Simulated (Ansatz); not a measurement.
**CH6AlFOSi: up Jacob's ladder to CCSD(T)**

How much do the methods differ for CH6AlFOSi? The plan is to run it at one geometry with functionals of several rungs and with coupled cluster. The yardstick is the atomisation energy at the CCSD(T) limit.

Method: functionals in def2-TZVPP, the program's frozen cores in correlated methods; program: Ansatz 0.2.0, Gaussian basis.

Plan: PBE-D4, r2SCAN-D4, PBE0-D4, B3LYP-D4, ωB97X-V, ωB97M-V, B2PLYP; CCSD(T)/def2-TZVPP; MP2/def2-QZVPP; extrapolation to the limit.

## (1) The geometry

An earlier PBE0-D4 in a triple-zeta def2 set relaxation fixed the geometry.

SMILES `[OH][Al]([F])[CH2][SiH3]`, 11 atoms, charge 0, spin multiplicity 1.

Atoms are counted from 1 here; the program's logs count them from 0.

Bond lengths: O1–Al2 1.686 Å, O1–H6 0.955 Å, Al2–F3 1.651 Å, Al2–C4 1.927 Å, C4–Si5 1.869 Å, C4–H7 1.095 Å, C4–H8 1.095 Å, Si5–H9 1.489 Å, Si5–H10 1.489 Å, Si5–H11 1.488 Å. Angles: Al2–O1–H6 124.3°, O1–Al2–F3 119.3°, O1–Al2–C4 120.2°, F3–Al2–C4 120.5°, Al2–C4–Si5 115.2°, Al2–C4–H7 108.2°, Al2–C4–H8 108.8°, Si5–C4–H7 108.3°, Si5–C4–H8 108.1°, H7–C4–H8 108.0°, C4–Si5–H9 110.3°, C4–Si5–H10 110.2°, C4–Si5–H11 112.0°, H9–Si5–H10 107.9°, H9–Si5–H11 108.2°, H10–Si5–H11 108.2°.

## (2) PBE-D4 (GGA)

in.yaml reads:

```yaml
crystal:
  periodic: [false, false, false]
  atoms:
    - {symbol: O, position_ang: [-0.172555, 0.524714, 2.574501]}
    - {symbol: Al, position_ang: [0.720807, -0.100320, 1.288124]}
    - {symbol: F, position_ang: [2.370138, -0.064133, 1.357643]}
    - {symbol: C, position_ang: [-0.177492, -0.846755, -0.243970]}
    - {symbol: Si, position_ang: [-0.480306, 0.348166, -1.648329]}
    - {symbol: H, position_ang: [0.211333, 0.919909, 3.355157]}
    - {symbol: H, position_ang: [-1.144355, -1.242908, 0.084924]}
    - {symbol: H, position_ang: [0.417263, -1.681951, -0.629476]}
    - {symbol: H, position_ang: [-1.306197, 1.495063, -1.180885]}
    - {symbol: H, position_ang: [0.812398, 0.890200, -2.149674]}
    - {symbol: H, position_ang: [-1.185733, -0.299085, -2.787618]}
basis:
  gaussian: {orbitals: def2-TZVPP}
hamiltonian: {xc: pbe, dispersion: d4}
output: {forces: true, orbitals: {seedname: orbitals}}
```

Run with:

```
$ ansatz run in.yaml --threads 4 --pin off --events-out ev --progress --plain --max-ram 10444MiB
```

After this run come: r2SCAN-D4 (meta-GGA); PBE0-D4 (hybrid); B3LYP-D4 (hybrid); ωB97X-V (range-separated); ωB97M-V (range-separated); B2PLYP (double hybrid); CCSD(T) in def2-TZVPP; MP2 in def2-QZVPP.

Before running them: what should the planned runs give, taken together? Wanted: atomisation energy, CCSD(T)/CBS; farthest; mean size of error, hybrid; mean size of error, range-separated; gap, smallest and largest; T1 diagnostic; triples share of the correlation energy.

As calculated:

| quantity | value |
| --- | --- |
| atomisation energy, CCSD(T)/CBS | 4019.0 kJ/mol |
| functionals within 20.1 kJ/mol (0.5 %) | PBE-D4, r2SCAN-D4, ωB97X-V, ωB97M-V |
| farthest | PBE0-D4 (-67.7 kJ/mol) |
| mean size of error, hybrid | 53.5 kJ/mol |
| mean size of error, range-separated | 11.8 kJ/mol |
| gap, smallest and largest | 6.05 eV (PBE-D4), 12.42 eV (ωB97X-V) |
| T1 diagnostic | 0.0120 |
| triples share of the correlation energy | 3.2 % |

PBE-D4 is off by -12.7 kJ/mol. Double hybrids carry the basis error of their MP2 part in triple zeta, and no dispersion term here, so their miss is partly the set-up's. The reference freezes the cores and leaves out relativity and excitations past (T), so misses under about 20.1 kJ/mol can't be ranked. Hartree-Fock recovers 75 % of the binding; the rest is correlation. Orbital gaps span 6.0 to 12.4 eV; exact exchange widens them.
